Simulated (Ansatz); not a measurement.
# Pt (sc type): how the settings move a single-point run

How sensitive is a single-point run of Pt (sc type) to its settings? A reference run comes first, then one run with altered input.

Computed with Ansatz 0.2.0 (reference: DFT, PBEsol, PAW with Ansatz's default frozen-core files, scalar-relativistic, unless a step's input says otherwise).

1 further run of the same task is left out (it didn't finish). Runs told in other sessions of the task aren't counted.

## 1. The structure to begin with

Symmetry: Pm-3m, No. 221, cubic system. Conventional cell: a = 2.382 Å, b = 2.382 Å, c = 2.382 Å, α = 90.00°, β = 90.00°, γ = 90.00°. Pt (site symmetry m-3m) is surrounded by 6 Pt at 2.38 Å.

Structure file:

```cif
data_structure
_symmetry_space_group_name_H-M 'Pm-3m'
_symmetry_Int_Tables_number 221
_cell_length_a 2.3821
_cell_length_b 2.3821
_cell_length_c 2.3821
_cell_angle_alpha 90.000
_cell_angle_beta 90.000
_cell_angle_gamma 90.000
_cell_volume 13.52
loop_
_atom_site_label
_atom_site_type_symbol
_atom_site_symmetry_multiplicity
_atom_site_Wyckoff_symbol
_atom_site_fract_x
_atom_site_fract_y
_atom_site_fract_z
_atom_site_occupancy
Pt1 Pt 1 a 0.00000 0.00000 0.00000 1
```

## 2. Reference

Input file input.yaml:

```yaml
crystal:
  lattice:
    - [2.382070872, 0.0, 0.0]
    - [0.0, 2.382070872, 0.0]
    - [0.0, 0.0, 2.382070872]
  atoms:
    - { symbol: Pt, position: [0.0, 0.0, 0.0] }
kpoints:
  mp_grid: { grid: [15, 15, 15] }
scf:
  occupations: { method: fermi_dirac, width: 0.1 }
hamiltonian:
  xc: pbesol
  pseudopotentials: { kind: paw }
output:
  forces: true
  stress: true
  eigenvalues: true
  populations: true
  write_density: true
  write_potential: true
  elf: true
  volumetric_format: npy
```

The run is started by

```sh
ansatz run input.yaml --threads 1 --pin off --max-ram 2048MiB --backend cpu --events-out ev --progress --plain --runs-dir out
```

## 3. Variant: scf.algorithm density_mixing, hubbard.sites [{species: Pt, l: d, u_eff: 3.0}], hubbard.double_counting amf, accuracy high

Changes to input.yaml since step 2:

```diff
@@ -11,2 +11,3 @@
   occupations: { method: fermi_dirac, width: 0.1 }
+  algorithm: density_mixing
 hamiltonian:
@@ -14,2 +15,3 @@
   pseudopotentials: { kind: paw }
+  hubbard: { sites: [{ species: Pt, l: d, u_eff: 3.0 }], double_counting: amf }
 output:
@@ -23 +25,2 @@
   volumetric_format: npy
+accuracy: high
```

What does the calculation give? Wanted: for each run, ending; energy change; pressure; gap; force.

The runs gave:

```tsv
run	ending	energy change	pressure (GPa)	gap (eV)	force (eV/Å)	cycles	time
reference	converged	0	103.0	0.00	0.00	6	2.2 s
1: scf.algorithm density_mixing, hubbard.sites [{species: Pt, l: d, u_eff: 3.0}], hubbard.double_counting amf, accuracy high	converged	-31.9 meV/atom (Hubbard term changed: no physical gain or loss)	103.4	0.00	0.00	8	4.8 s
```

Residual by cycle in the longest SCF loop of each run; runs are numbered as in the table. The quantity is the density residual dr2, in eV.

```tsv
cycle	reference	run 1
1	0.01	0.744
2	0.00227	0.156
3	2.0e-5	8.0e-4
4	4.1e-7	5.1e-6
5	7.0e-9	4.4e-7
6	5.9e-11	2.1e-10
7	-	4.0e-11
8	-	2.0e-13
```

What this shows: Changing the solver, Hubbard U, double counting of the Hubbard term and accuracy level moves the energy by -31.9 meV/atom, and the pressure goes from 103.0 to 103.4 GPa. The U term adds an energy of its own, so the shift says nothing about which run is better. Cost: 8 SCF cycles against 6, 4.8 s against 2.2 s. A changed U is a change of model: its shifts are not errors of convergence. The structure is not at rest: the sound run finds 103 GPa, so these are no properties of the relaxed crystal. 
